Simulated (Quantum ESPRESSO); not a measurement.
HfB:

```
Hf B
1.0
     0.00000    2.31000    2.31000
     2.31000    0.00000    2.31000
     2.31000    2.31000    0.00000
Hf B
1 1
Cartesian
  2.3100 2.3100 2.3100
  0.0000 0.0000 0.0000
```

| Property | Result |
| --- | --- |
| Program | Quantum ESPRESSO 7.5 |
| Task | phonons |
| Functional | PBE |
| Potentials or basis | GBRV 1.5 PBE |
| Cutoff | 612 eV |
| Density cutoff | 4898 eV |
| k mesh | 10 × 10 × 10 |
| Occupations | cold, width 0.2 eV |
| Spin | no spin polarisation |
| Target pressure | 5 GPa |
| Mixing beta | 0.5 |
| Most SCF iterations | 120 |
| SCF threshold | 4e-10 Ry |

The cell and the atoms were relaxed first at 5 GPa, to 13.77 Å³/atom (a = 3.389 Å, b = 3.389 Å, c = 3.389 Å, α = 60.00°, β = 60.00°, γ = 60.00°), and the response was taken there.

Problem. Which optical modes does the crystal have at the zone centre, and which show in infrared and Raman spectra?

Solution. The optical modes are T1u. Infrared active: T1u. None is Raman active.

Optical modes at Γ, degenerate ones joined:
```csv
cm⁻¹,components,symmetry,active in
468,3,T1u,IR
```

Caveat: the cell is more than 3 GPa from zero pressure, which shifts response properties.
